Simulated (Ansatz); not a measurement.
**Bi: stress in a strained cell**

Aim: deform Bi (zz strain of -1 %) and compute stress, forces and field gradients with LAPW, PAW and all-electron datasets made for the crystal.

Computed with Ansatz 0.2.0 (DFT PBEsol, scalar-relativistic, unless a step's input says otherwise).

2 further runs of the same task are left out: 2 set aside as unsound or not needed.

## Step 1: The starting structure

It takes space group P6_3/mmc (No. 194, hexagonal). The conventional cell has a = 4.539 Å, b = 4.539 Å, c = 11.829 Å, α = 90.00°, β = 90.00°, γ = 120.00°.

As a file:

```cif
data_structure
_symmetry_space_group_name_H-M 'P 1'
_symmetry_Int_Tables_number 1
_cell_length_a 4.5390
_cell_length_b 4.5390
_cell_length_c 11.8290
_cell_angle_alpha 90.000
_cell_angle_beta 90.000
_cell_angle_gamma 120.000
_cell_volume 211.06
loop_
_atom_site_label
_atom_site_type_symbol
_atom_site_fract_x
_atom_site_fract_y
_atom_site_fract_z
_atom_site_occupancy
Bi1 Bi 0.33333 0.66667 0.25000 1
Bi2 Bi 0.66667 0.33333 0.75000 1
```

Atoms are numbered in the order of the input: Bi1, Bi2.

## Step 2: After the deformation

Space group P6_3/mmc before, P6_3/mmc after.

## Step 3: LAPW, all electrons

input.yaml

```yaml
crystal:
  lattice:
    - [4.5390002997, 0.0, 0.0]
    - [-2.2695001499, 3.9308895674, 0.0]
    - [0.0, 0.0, 11.71071]
  atoms:
    - { symbol: Bi, position: [0.3333333333, 0.6666666667, 0.25] }
    - { symbol: Bi, position: [0.6666666667, 0.3333333333, 0.75] }
kpoints:
  mp_grid: { grid: [9, 9, 3] }
  band_path:
    path:
      - [0.0, 0.0, 0.0]
      - [0.5, 0.0, 0.0]
      - [0.3333333333, 0.3333333333, 0.0]
      - [0.0, 0.0, 0.0]
      - [0.0, 0.0, 0.5]
      - [0.5, 0.0, 0.5]
      - [0.3333333333, 0.3333333333, 0.5]
      - [0.0, 0.0, 0.5]
      - [0.5, 0.0, 0.5]
    npoints: 5
scf:
  occupations: { method: fermi_dirac, width: 0.08 }
hamiltonian:
  xc: pbesol
  pseudopotentials: { kind: all_electron, lapw: { basis_error: 0.00025 } }
output:
  forces: true
  stress: true
  eigenvalues: true
```

Run with:

```console
$ ansatz run input.yaml --threads 1 --pin off --max-ram 3072MiB --backend cpu --events-out ev --progress --plain --runs-dir out
```

## Step 4: PAW on the default files

input.yaml

```yaml
crystal:
  lattice:
    - [4.5390002997, 0.0, 0.0]
    - [-2.2695001499, 3.9308895674, 0.0]
    - [0.0, 0.0, 11.71071]
  atoms:
    - { symbol: Bi, position: [0.3333333333, 0.6666666667, 0.25] }
    - { symbol: Bi, position: [0.6666666667, 0.3333333333, 0.75] }
kpoints:
  mp_grid: { grid: [9, 9, 3] }
scf:
  occupations: { method: fermi_dirac, width: 0.08 }
hamiltonian:
  xc: pbesol
  pseudopotentials: { kind: paw }
output:
  forces: true
  stress: true
  eigenvalues: true
  efg: { contact_densities: true }
  write_density: true
  write_potential: true
  elf: true
  volumetric_format: npy
```

## Step 5: Datasets made for this crystal

Edit input.yaml of step 4 so:

```diff
@@ -14,3 +14,3 @@
   xc: pbesol
-  pseudopotentials: { kind: paw }
+  pseudopotentials: { kind: all_electron, datasets: crystal }
 output:
@@ -20,5 +20 @@
   efg: { contact_densities: true }
-  write_density: true
-  write_potential: true
-  elf: true
-  volumetric_format: npy
```

(Steps that only read results are left out.)

What does the calculation give? Wanted: pressure; largest shear or deviatoric stress.

The runs gave:

```
                                 quantity                                              value
                                 pressure  LAPW -3.49, PAW -3.49, crystal datasets -3.49 GPa
largest shear or deviatoric stress (LAPW)                                           3.08 GPa
```

What this shows: Against the undeformed cell the largest change of stress is -0.046 GPa, in the zz component (others tie with it), with the atoms carried along and not relaxed. PAW: stress within 0.01 GPa of LAPW. Crystal datasets: stress within 0.01 GPa of LAPW. Spin-orbit coupling is left out, though the cell holds Bi; in elements this heavy it can shift bands and gaps by tenths of an eV.
